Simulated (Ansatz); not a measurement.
# KRh: the cost of one run

Program: Ansatz 0.2.0. Level of theory: DFT PBE, scalar-relativistic, plane waves, PAW. These are calculated values, not measurements.

### 1 The system as given

The structure is hexagonal, space group P6/mmm (No. 191). Conventional cell: a = 3.325 Å, b = 3.325 Å, c = 5.761 Å, α = 90.00°, β = 90.00°, γ = 120.00°. K (site symmetry 6/mmm) is surrounded by 2 Rh at 2.88 Å. Around Rh (site symmetry 6/mmm) lie 2 K at 2.88 Å.

As a file:

```
CELL_PARAMETERS angstrom
3.32456 0.00000 0.00000
-1.66228 2.87915 0.00000
0.00000 0.00000 5.76062
ATOMIC_POSITIONS crystal
K 0.00000 0.00000 0.00000
Rh 0.00000 0.00000 0.50000
```

A structure generator made this guess: random cell by space group and Wyckoff sites (P6/mmm, No. 191). Lengths come from tabulated atomic sizes and are only a guess.

### 2 A first look at the guess

Input file input.yaml:

```yaml
crystal:
  lattice:
    - [3.32456167, 0.0, 0.0]
    - [-1.66228084, 2.87915486, 0.0]
    - [0.0, 0.0, 5.76062108]
  atoms:
    - { symbol: K, position: [0.0, 0.0, 0.0] }
    - { symbol: Rh, position: [0.0, 0.0, 0.5] }
basis:
  ecutwfc: 420
kpoints:
  mp_grid: { grid: [6, 6, 4] }
hamiltonian:
  xc: pbe
scf:
  occupations: { method: gaussian, width: 0.1 }
  lower_state_search: "off"
output:
  forces: true
  stress: true
  eigenvalues: true
```

Started as:

```sh
> ansatz run input.yaml --threads 1 --pin off --max-ram 2048MiB --backend cpu --events-out ev --progress --plain --runs-dir out
```

Q: Estimate wall time and peak memory on 1 thread of Arm Neoverse V1, shared host.

About 1.7 s, with a peak of 0.29 GiB.
